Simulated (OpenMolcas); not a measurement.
# Hf²⁺ among point charges: CASSCF and CASPT2 levels and susceptibility

How does a field of 6 point charges split the states of Hf²⁺, and what χT follows?

Program: OpenMolcas 26.06. Level of theory: state-averaged CASSCF and CASPT2, spin-orbit coupling by RASSI with atomic mean-field integrals. These are calculated values, not measurements, unless marked.

## 1. Starting point

- Species: Hf²⁺ (hafnium, Z = 72, 70 electrons)
- Basis: ANO-RCC-VDZP [7s6p4d2f1g], 68 functions
- Scalar Hamiltonian: DKH2, point nucleus
- Inactive shells: 1s 2s 2p 3s 3p 3d 4s 4p 4d 4f 5s 5p
- Active space: 2 electrons in 5 orbitals (5d)
- Some configurations of this space: 5d2
- Orbitals: optimised for each spin and parity, averaged over all roots

The outer shells:

5d2
```
5d [↑ ][↑ ][  ][  ][  ]
```

The ion sits among 6 point charges of -1.7 e arranged as an octahedron (Oh), 2.36 Å from the ion.

The work runs as a chain of OpenMolcas steps in one folder; each step below is one input file. Labels, J, g values, rates, χT and fits are worked out afterwards by a script from the matrices that RASSI stores. The input lists half of the charges; inversion (Group=XYZ) makes the rest.

## 2. Basis and integrals

a.inp

```
&GATEWAY
Coord
1

Hf 0.0 0.0 0.0
Basis=ANO-RCC-VDZP
Group=XYZ
NoMove
AngMom=0.0 0.0 0.0
AMFI
XField
3 Angstrom 0
2.360000 0.000000 0.000000 -1.700000
0.000000 2.360000 0.000000 -1.700000
0.000000 0.000000 2.360000 -1.700000
&SEWARD
```

Run with:

```
$ OMP_NUM_THREADS=1 MOLCAS_MEM=1689 MOLCAS_PROJECT=a pymolcas a.inp > a.log
```

## 3. Reference wave functions, triplets of even parity, 10 roots

a.inp

```
&RASSCF
FileOrb=start.orb
Symmetry=1
Spin=3
nActEl=2 0 0
Inactive=15 19
Ras2=5 0
CIRoot=10 10 1
SDav=10
CIMx=300
Iter=120 100
PrWF=0.3
OrbListing=Nothing
MaxOrb=0
>>> COPY $Project.JobIph JOB001
```

start.orb holds the contracted functions of the basis, ordered by shell, or the orbitals of the step before.

## 4. Reference wave functions, singlets of even parity, 15 roots

a.inp

```
&RASSCF
FileOrb=start.orb
Symmetry=1
Spin=1
nActEl=2 0 0
Inactive=15 19
Ras2=5 0
CIRoot=15 15 1
SDav=15
CIMx=300
Iter=120 100
PrWF=0.3
OrbListing=Nothing
MaxOrb=0
>>> COPY $Project.JobIph JOB002
```

## 5. State interaction with spin-orbit coupling

a.inp

```
&RASSI
NrOfJobIphs=2 10 15
1 2 3 4 5 6 7 8 9 10
1 2 3 4 5 6 7 8 9 10 11 12 13 14 15
IphNames
JOB001
JOB002
EJob
SpinOrbit
DIPRint=1.0
SOCoupling=1000.0
Subsets=2
Property=9
'ANGMOM' 1 'ANGMOM' 2 'ANGMOM' 3 'MLTPL  1' 1 'MLTPL  1' 2 'MLTPL  1' 3
'AMFI' 1 'AMFI' 2 'AMFI' 3
SOProperty=3
'ANGMOM' 1 'ANGMOM' 2 'ANGMOM' 3
```

## 6. CASPT2: IPEA 0.25, imaginary shift 0.1 (closed shells correlated: 4f 5s 5p)

a.inp

```
>>> COPY JOB001 $Project.JobIph
&CASPT2
Multistate=10 1 2 3 4 5 6 7 8 9 10
NoMult
Frozen=14 9
IPEA=0.25
Imaginary=0.1
MaxIter=60
WThr=0.0 0.3 0.05
PrWF=0.5
NoMix
>>> COPY JOB002 $Project.JobIph
&CASPT2
Multistate=15 1 2 3 4 5 6 7 8 9 10 11 12 13 14 15
NoMult
Frozen=14 9
IPEA=0.25
Imaginary=0.1
MaxIter=60
WThr=0.0 0.3 0.05
PrWF=0.5
NoMix
```

(Steps that only read results are left out.)

What does the calculation give? Wanted: spin-free ground state; first state of the same spin within the active space; lowest level; next level.

**Answer**, as computed:

| quantity | value |
| --- | --- |
| method | SS-CASPT2, IPEA 0.25, imaginary shift 0.1 (closed shells correlated: 4f 5s 5p) |
| spin-free ground state | 3T1, 3-fold in its orbital part |
| first state of the same spin within the active space | 3T2 at 17100 cm⁻¹ |
| lowest level | 2-fold E, g = 0.00, 0.00, 0.00 |
| next level | 157.2 cm⁻¹ |
| χT at 300 K | 0.18 cm³ K/mol |
| effective moment at 300 K | 1.20 μB |

Cost by method:

| method | time of its own steps | time with the reference |
| --- | --- | --- |
| A. CASSCF | 5.6 s | 5.6 s |
| B. SS-CASPT2, IPEA 0.25, imaginary shift 0.1, +4f 5s 5p | 3.7 s | 9.3 s |

Times are of one thread on a shared host.

In words: The spin-free ground state (3T1) comes to 89 % from free-ion F terms and keeps the highest spin of the shell. χT at 300 K is 0.18, against 1.00 cm³ K/mol for the spin alone, so spin-orbit coupling lowers it. A ligand-field fit to the states below 45000 cm-1 gives 10Dq = 18732 cm-1, B = 475 cm-1 and C = 1704 cm-1 (C/B = 3.59), with a deviation of 501 cm-1. CASPT2 does not keep the components of a term degenerate, and the means are used. The field of point charges can differ much from that of real complexes. Point charges carry no covalency, so the field is a model and not that of real ligands.
